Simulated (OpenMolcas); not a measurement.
# FGeH3 (fluorogermane): a chain of runs

Wanted: a single-point energy (singlet FGeH3, HF/ANO-RCC-MB), then the energy (singlet FGeH3, CASSCF(2,2)/ANO-RCC-VTZP), then a single-point energy (singlet FGeH3, CASPT2(2,2)/ANO-RCC-VTZP), then a single-point energy (doublet [FGeH3]+, CASPT2(1,2)/ANO-RCC-VTZP) of FGeH3 and its partners. 

The results are computed with OpenMolcas 26.06.

### Step 1. The system as given

FGeH3 has 5 atoms, charge 0, and is taken as a singlet. SMILES: `[F][GeH3]`. The coordinates come from a PBE0-D4/def2-TZVP relaxation.

Bond lengths: F1–Ge2 1.742 Å, Ge2–H3 1.533 Å, Ge2–H4 1.533 Å, Ge2–H5 1.533 Å. Angles: F1–Ge2–H3 106.2°, F1–Ge2–H4 106.2°, F1–Ge2–H5 106.3°, H3–Ge2–H4 112.5°, H3–Ge2–H5 112.5°, H4–Ge2–H5 112.5°.

### Step 2. A single-point energy at HF/ANO-RCC-MB (DKH2) (run 1)

Contents of step1.inp:

```
* FGeH3 Hartree-Fock

&GATEWAY
 COORD
 5
 angstrom
 F       -1.046500       0.474300       1.162200
 Ge       0.068200      -0.041600      -0.072800
 H        1.331000      -0.512000       0.658600
 H       -0.627800      -1.178000      -0.831200
 H        0.325100       1.183600      -0.958100
 BASIS
 ANO-RCC-MB
 GROUP
 NoSym

&SEWARD

&SCF
 PRORBITALS
 1 1
```

Started as:

```bash
$ export MOLCAS_MEM=1860
$ pymolcas step1.inp > step1.log
```

The program printed:

```text
--- Start Module: gateway ---

                                              &GATEWAY

                       available to each process: 1.9 GB of memory, 1 thread

++    Symmetry information:
      ---------------------

                    Character Table for C1

                             E
                    a        1  x, y, xy, Rz, z, xz, Ry, yz, Rx, I
--

++    Basis set information:
      ----------------------

      Basis set label: F.ANO-RCC...2S1P.

[... 141 lines left out ...]
      Nuclear repulsion energy =  126.69902991
[... 41 lines left out ...]
                                   SCF        iterations: Energy and convergence statistics
[... 19 lines left out ...]
 *                                             SCF/KS-DFT Program, Final results                                             *
[... 97 lines left out ...]
      Dipole Moment (debye):
[... 11 lines left out ...]
--- Stop Module: scf /rc=_RC_ALL_IS_WELL_ ---

.##################.
.# Happy landing! #.
.##################.

    Timing: Wall=2.76 User=2.18 System=0.57
```

Run time: 3.3 s. Hardware: 1 thread of Arm Neoverse V1, shared host; peak memory 0.42 GiB.

### Step 3. The energy at CASSCF(2,2)/ANO-RCC-VTZP (DKH2, RICD fitting) (run 2)

Contents of step2.input:

```
>>> EXPORT MOLCAS_PRINT=2

&gateway
 coord
 5
 angstrom
 F       -1.046500       0.474300       1.162200
 Ge       0.068200      -0.041600      -0.072800
 H        1.331000      -0.512000       0.658600
 H       -0.627800      -1.178000      -0.831200
 H        0.325100       1.183600      -0.958100
 basis=ANO-RCC-MB
 group=NoSym

&seward

&rasscf
 fileorb=$CurrDir/step1.ScfOrb
 spin=1
 nactel=2 0 0
 inactive=21
 ras2=2
 orblisting=Nothing
>>> COPY $Project.RunFile RUNFIL1
>>> COPY $Project.RasOrb INPORB

&gateway
 coord
 5
 angstrom
 F       -1.046500       0.474300       1.162200
 Ge       0.068200      -0.041600      -0.072800
 H        1.331000      -0.512000       0.658600
 H       -0.627800      -1.178000      -0.831200
 H        0.325100       1.183600      -0.958100
 basis=ANO-RCC-VTZP
 group=NoSym
 ricd

&seward
>>> COPY $Project.RunFile RUNFIL2

&expbas

&rasscf
 fileorb=$Project.ExpOrb
 spin=1
 nactel=2 0 0
 inactive=21
 ras2=2
 orblisting=Nothing
 orbappear=Compact
```

Started as:

```bash
$ export MOLCAS_MEM=1860
$ pymolcas step2.input > step2.log
```

The program printed:

```text
--- Start Module: gateway ---

                                              &GATEWAY

                       available to each process: 1.9 GB of memory, 1 thread

++    Symmetry information:
      ---------------------

                    Character Table for C1

                             E
                    a        1  x, y, xy, Rz, z, xz, Ry, yz, Rx, I
--

++    Basis set information:
      ----------------------

      Basis set label: F.ANO-RCC...2S1P.

[... 229 lines left out ...]
      Note: transformation to natural orbitals
[... 19 lines left out ...]
      RASSCF energy for state  1                  -2198.23540241
[... 301 lines left out ...]
      Nuclear repulsion energy =  126.69902991
[... 96 lines left out ...]
      Natural orbitals and occupation numbers for root  1
[... 53 lines left out ...]
      Dipole Moment (debye):
[... 56 lines left out ...]
--

      Average orbitals are written to the RASORB file
      Natural orbitals for root   1 are written to the RASORB.1 file
      Spin density orbitals for root   1 are written to the SPDORB.1 file

--- Stop Module: rasscf /rc=_RC_ALL_IS_WELL_ ---
--- Module rasscf spent 8 seconds ---

.##################.
.# Happy landing! #.
.##################.

    Timing: Wall=20.09 User=18.25 System=1.78
```

Run time: 20 s. Hardware: 1 thread of Arm Neoverse V1, shared host; peak memory 0.42 GiB.

### Step 4. A single-point energy at CASPT2(2,2)/ANO-RCC-VTZP (DKH2, RICD fitting, ipea shift 0.25 Eh, pt2 variant SS) (run 3)

Contents of step3.input:

```
* FGeH3 CASPT2

&GATEWAY
 Coord
 5
 angstrom
 F       -1.046500       0.474300       1.162200
 Ge       0.068200      -0.041600      -0.072800
 H        1.331000      -0.512000       0.658600
 H       -0.627800      -1.178000      -0.831200
 H        0.325100       1.183600      -0.958100
 Basis=ANO-RCC-VTZP
 Group=NoSym
 RICD

&SEWARD

&RASSCF
 FileOrb=$CurrDir/step2.RasOrb
 Spin=1
 Nactel=2 0 0
 Inactive=21
 Ras2=2
 OrbListing=Nothing
 OrbAppear=Compact

&CASPT2
 Imaginary=0.2
```

Started as:

```bash
$ export MOLCAS_MEM=1860
$ pymolcas step3.input > step3.log
```

The program printed:

```text
--- Start Module: gateway ---

                                              &GATEWAY

                       available to each process: 1.9 GB of memory, 1 thread

++    Symmetry information:
      ---------------------

                    Character Table for C1

                             E
                    a        1  x, y, xy, Rz, z, xz, Ry, yz, Rx, I
--

++    Basis set information:
      ----------------------

      Basis set label: F.ANO-RCC...4S3P2D1F.

[... 228 lines left out ...]
      Convergence after  4 iterations
[... 16 lines left out ...]
      Natural orbitals and occupation numbers for root  1
[... 23 lines left out ...]
::    RASSCF root number  1 Total energy:  -2198.39375219
[... 140 lines left out ...]
      Imaginary shift                            0.20
[... 52 lines left out ...]
      Reference weight:           0.91822
[... 13 lines left out ...]
   (Skipping property calculation,
    use PROP keyword to activate)
--

  Total CASPT2 energies:
::    CASPT2 Root  1     Total energy:  -2198.75163244

  A NEW JOBIPH FILE NAMED 'JOBMIX' IS PREPARED.
********************************************************************************
--- Stop Module: caspt2 /rc=_RC_ALL_IS_WELL_ ---
--- Module caspt2 spent 1 second ---

.##################.
.# Happy landing! #.
.##################.

    Timing: Wall=14.38 User=13.11 System=1.25
```

It took 15 s on 1 thread of Arm Neoverse V1, shared host; peak memory 0.27 GiB.

### Step 5. The doublet cation: the energy at CASPT2(1,2)/ANO-RCC-VTZP (DKH2, RICD fitting, ipea shift 0.25 Eh, pt2 variant SS) (run 4)

Contents of step4.input:

```
* FGeH3 CASPT2

&GATEWAY
 Coord
 5
 angstrom
 F       -1.046500       0.474300       1.162200
 Ge       0.068200      -0.041600      -0.072800
 H        1.331000      -0.512000       0.658600
 H       -0.627800      -1.178000      -0.831200
 H        0.325100       1.183600      -0.958100
 Basis=ANO-RCC-VTZP
 Group=NoSym
 RICD

&SEWARD

&RASSCF
 FileOrb=$CurrDir/step2.RasOrb
 Spin=2
 Nactel=1 0 0
 Inactive=21
 Ras2=2
 OrbListing=Nothing
 OrbAppear=Compact

&CASPT2
 Imaginary=0.2
```

Started as:

```bash
$ export MOLCAS_MEM=1860
$ pymolcas step4.input > step4.log
```

The program printed:

```text
--- Start Module: gateway ---

                                              &GATEWAY

                       available to each process: 1.9 GB of memory, 1 thread

++    Symmetry information:
      ---------------------

                    Character Table for C1

                             E
                    a        1  x, y, xy, Rz, z, xz, Ry, yz, Rx, I
--

++    Basis set information:
      ----------------------

      Basis set label: F.ANO-RCC...4S3P2D1F.

[... 228 lines left out ...]
      Convergence after 16 iterations
[... 15 lines left out ...]
      Natural orbitals and occupation numbers for root  1
[... 23 lines left out ...]
::    RASSCF root number  1 Total energy:  -2197.92660491
[... 157 lines left out ...]
      Imaginary shift                            0.20
[... 52 lines left out ...]
      Reference weight:           0.91304
[... 16 lines left out ...]
   (Skipping property calculation,
    use PROP keyword to activate)
--

  Total CASPT2 energies:
::    CASPT2 Root  1     Total energy:  -2198.28544706

  A NEW JOBIPH FILE NAMED 'JOBMIX' IS PREPARED.
********************************************************************************
--- Stop Module: caspt2 /rc=_RC_ALL_IS_WELL_ ---
--- Module caspt2 spent 1 second ---

.##################.
.# Happy landing! #.
.##################.

    Timing: Wall=19.77 User=18.29 System=1.45
```

Wall time 20 s (1 thread of Arm Neoverse V1, shared host); peak memory 0.27 GiB.

### Step 6. All runs side by side

```tsv
run	level	integral approximation	active rule	inactive	partner	energy (Eh)	dipole moment (D) of the reference	wall time
1	HF/ANO-RCC-MB (DKH2)	none	–	–	base	-2198.220958	2.40	3.3 s
2	CASSCF(2,2)/ANO-RCC-VTZP (DKH2, RICD fitting)	RICD	frontier window	21	base	-2198.393752	2.52	20 s
3	CASPT2(2,2)/ANO-RCC-VTZP (DKH2, RICD fitting, ipea shift 0.25 Eh, pt2 variant SS)	RICD	frontier window	21	base	-2198.751632	2.52	15 s
4	CASPT2(1,2)/ANO-RCC-VTZP (DKH2, RICD fitting, ipea shift 0.25 Eh, pt2 variant SS)	RICD	frontier window	21	cation	-2198.285447	–	20 s
```

### Step 7. What came out

| quantity | value |
| --- | --- |
| doublet cation: total energy | -2198.28545 Eh |
| vertical ionisation energy (to the doublet cation) | 12.686 eV |

The vertical ionisation energy comes to 12.69 eV (293 kcal/mol). Among the runs that give it from their own density at one geometry, the dipole moment runs from 2.40 D (HF/ANO-RCC-MB) to 2.52 D (CASSCF(2,2)/ANO-RCC-VTZP). Basis or surroundings differ between these two runs. All runs together took 59 s, the longest 20 s.
